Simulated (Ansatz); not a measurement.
Predict the output of the script below (the Ansatz DFT code, driven from Python).

The script reads `rb3hg.cif`:
```cif
data_Rb3Hg
_cell_length_a 7.109123
_cell_length_b 7.109123
_cell_length_c 7.109123
_cell_angle_alpha 60.00000
_cell_angle_beta 60.00000
_cell_angle_gamma 60.00000
_symmetry_space_group_name_H-M 'P 1'
_symmetry_Int_Tables_number 1
loop_
_symmetry_equiv_pos_as_xyz
'x, y, z'
loop_
_atom_site_label
_atom_site_type_symbol
_atom_site_fract_x
_atom_site_fract_y
_atom_site_fract_z
Rb1 Rb    0.250000    0.250000    0.250000
Rb2 Rb    0.750000    0.750000    0.750000
Rb3 Rb    0.500000    0.500000    0.500000
Hg4 Hg    0.000000    0.000000    0.000000
```

`nc_paw_rb3hg.py`
```python
import ansatz as az
from ase.io import read
import numpy as np


def count_gap(report):
    # lowest empty less highest filled band, counting bands; zero where they overlap
    return max(report.get('gap_by_band_count_ev') or 0.0, 0.0)

atoms = read('rb3hg.cif')
system = az.Crystal.from_ase(atoms)

calculation = (
    system.calculation()
    .functional('lda')
    .kpoints(mesh=(4, 4, 4))
    .occupations('Marzari-Vanderbilt')
    .stress()
    .forces()
    .band_table()
)
variants = {
    'PAW': calculation.pseudopotentials('paw'),
    'norm-conserving': calculation.pseudopotentials('nc'),
}
rows = []
for label, variant in variants.items():
    summary = variant.run().report
    levels = np.array(summary['eigenvalues_ev'][0]) - summary['fermi_energy_ev']
    print(label, 'levels at the first k-point near E_F:', np.round(levels[np.abs(levels) < 5], 3))
    rows.append((label, summary['n_electrons'], np.trace(summary['stress_gpa']) / 3, count_gap(summary)))
lines = [','.join(['treatment', 'electrons in bands', 'P GPa', 'gap by band count eV'])] + [','.join(f'{v:.4f}' if isinstance(v, float) else str(v) for v in row) for row in rows]
print('\n'.join(lines))
with open('nc_paw.csv', 'w') as handle:
    handle.write('\n'.join(lines) + '\n')
```

Running `python nc_paw_rb3hg.py` prints:
```text
DeckWarning: basis.ecutwfc = 420 eV, auto-derived from the records' recommended cutoffs: set by Rb (normal level)
PAW levels at the first k-point near E_F: [-4.442 -0.404  0.782  0.782  0.782  1.738  1.738  2.206]
DeckWarning: basis.ecutwfc = 816.341587 eV, auto-derived from the records' recommended cutoffs: set by Hg (normal level)
norm-conserving levels at the first k-point near E_F: [-4.449 -0.409  0.783  0.783  0.783  1.739  1.739  2.206]
treatment,electrons in bands,P GPa,gap by band count eV
PAW,47.0000,-0.8345,0.0000
norm-conserving,47.0000,-0.8349,0.0000
```
(Warnings from the package without file and line.)

PAW gives -0.834 GPa and norm-conserving -0.835 GPa, 0.000 GPa apart. They took 3.0 and 11.0 s of processor time.

What to keep in mind:
- The computed bands are complete only to about 2.0 eV above the Fermi level.
- The mesh is modest for a metal, so energies can be off by several to tens of meV an atom and pressures by half a GPa or more; differences at equal mesh fare better.
- A gap by band count of zero or less means overlapping bands, a metal, and at an odd count of electrons it is no gap at all.
- This cell is a computed structure, which may not be the phase found in nature.
- Gaps and levels are Kohn-Sham values on a finite set of k-points, without spin-orbit coupling.
- Stress is positive in compression.
- Finished in 15 s on 1 thread of Arm Neoverse V1, with other jobs on the host, peak memory 0.68 GiB.

(Lines on the test bed's own set-up are left out of the output.)
